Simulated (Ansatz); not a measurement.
# Si3N4: the cost of one run

Program: Ansatz 0.2.0. Level of theory: DFT, PBE, plane-wave PAW, default files, scalar-relativistic, as far as a step names no other. These are calculated values, not measurements.

### Step 1. The structure to begin with

The structure is hexagonal, space group P6_3/m (No. 176). Conventional cell: a = 7.617 Å, b = 7.617 Å, c = 2.913 Å, α = 90.00°, β = 90.00°, γ = 120.00°. Si (site symmetry m) is surrounded by 4 N at 1.72 to 1.75 Å. Around N (site symmetry -6) lie 3 Si at 1.75 Å. N (site symmetry m) has 3 Si at 1.72 to 1.75 Å as nearest neighbours.

As a file:

```
Si N
1.0
     7.61700    0.00000    0.00000
    -3.80850    6.59652    0.00000
     0.00000    0.00000    2.91340
Si N
6 8
Direct
  0.17840 0.77490 0.25000
  0.40350 0.17840 0.75000
  0.22510 0.40350 0.25000
  0.82160 0.22510 0.75000
  0.59650 0.82160 0.25000
  0.77490 0.59650 0.75000
  0.33333 0.66667 0.25000
  0.66667 0.33333 0.75000
  0.33590 0.03280 0.25000
  0.30310 0.33590 0.75000
  0.96720 0.30310 0.25000
  0.66410 0.96720 0.75000
  0.69690 0.66410 0.25000
  0.03280 0.69690 0.75000
```

The earlier run gave: gap on the mesh 4.14 eV, largest force 1.170 eV/Å, pressure 4.4 GPa.

The printed gradients, by site:

| site | atoms | first shell | V_zz (10²¹ V/m²) | η | C_Q (MHz) |
| --- | --- | --- | --- | --- | --- |
| Si | 1, 2, 3, 4, … | 4 N at 1.72–1.75 Å | -0.73 | 0.21 | – |
| N7 | 7, 8 | 3 Si at 1.75 Å | -5.17 | 0.00 | -2.55 (¹⁴N) |
| N9 | 9, 10, 11, 12, … | 3 Si at 1.72–1.75 Å | -4.88 | 0.10 | -2.41 (¹⁴N) |

C_Q = eQV_zz/h, which is 24.18 MHz for Q = 1 b and V_zz = 10²¹ V/m²; η = (V_xx − V_yy)/V_zz. Nuclear quadrupole moments: year-2017 set (Pyykkö). A dash under C_Q marks elements without a common quadrupolar isotope.

### Step 2. Z stretched by +2 %, ions relaxed

File input.yaml:

```yaml
crystal:
  lattice:
    - [7.617, 0.0, 0.0]
    - [-3.8085, 6.5965155006, 0.0]
    - [0.0, 0.0, 2.971668]
  atoms:
    - { symbol: Si, position: [0.1740483666, 0.7679428916, 0.25] }
    - { symbol: Si, position: [0.406105475, 0.1740483666, 0.75] }
    - { symbol: Si, position: [0.2320571084, 0.406105475, 0.25] }
    - { symbol: Si, position: [0.8259516334, 0.2320571084, 0.75] }
    - { symbol: Si, position: [0.593894525, 0.8259516334, 0.25] }
    - { symbol: Si, position: [0.7679428916, 0.593894525, 0.75] }
    - { symbol: "N", position: [0.3333333333, 0.6666666667, 0.25] }
    - { symbol: "N", position: [0.6666666667, 0.3333333333, 0.75] }
    - { symbol: "N", position: [0.3297879503, 0.0300001295, 0.25] }
    - { symbol: "N", position: [0.2997878208, 0.3297879503, 0.75] }
    - { symbol: "N", position: [0.9699998705, 0.2997878208, 0.25] }
    - { symbol: "N", position: [0.6702120497, 0.9699998705, 0.75] }
    - { symbol: "N", position: [0.7002121792, 0.6702120497, 0.25] }
    - { symbol: "N", position: [0.0300001295, 0.7002121792, 0.75] }
kpoints:
  mp_grid: { grid: [4, 4, 9] }
scf:
  occupations: { method: fermi_dirac, width: 0.02 }
hamiltonian:
  xc: pbe
  pseudopotentials: { kind: paw }
output:
  forces: true
  stress: true
  populations: true
  efg:
    quadrupole_moments_barn: { "N": 0.02044 }
    contact_densities: true
relax:
  f_tol: 0.02
  max_steps: 60
```

On the command line:

```
$ ansatz run input.yaml --threads 4 --pin off --max-ram 8192MiB --backend cpu --events-out ev --progress --plain --runs-dir out
```

**Question.** How long does this run take on 4 threads of Arm Neoverse V1, shared host, and how much memory does it need?

About 8.2 s, with a peak of 0.56 GiB.
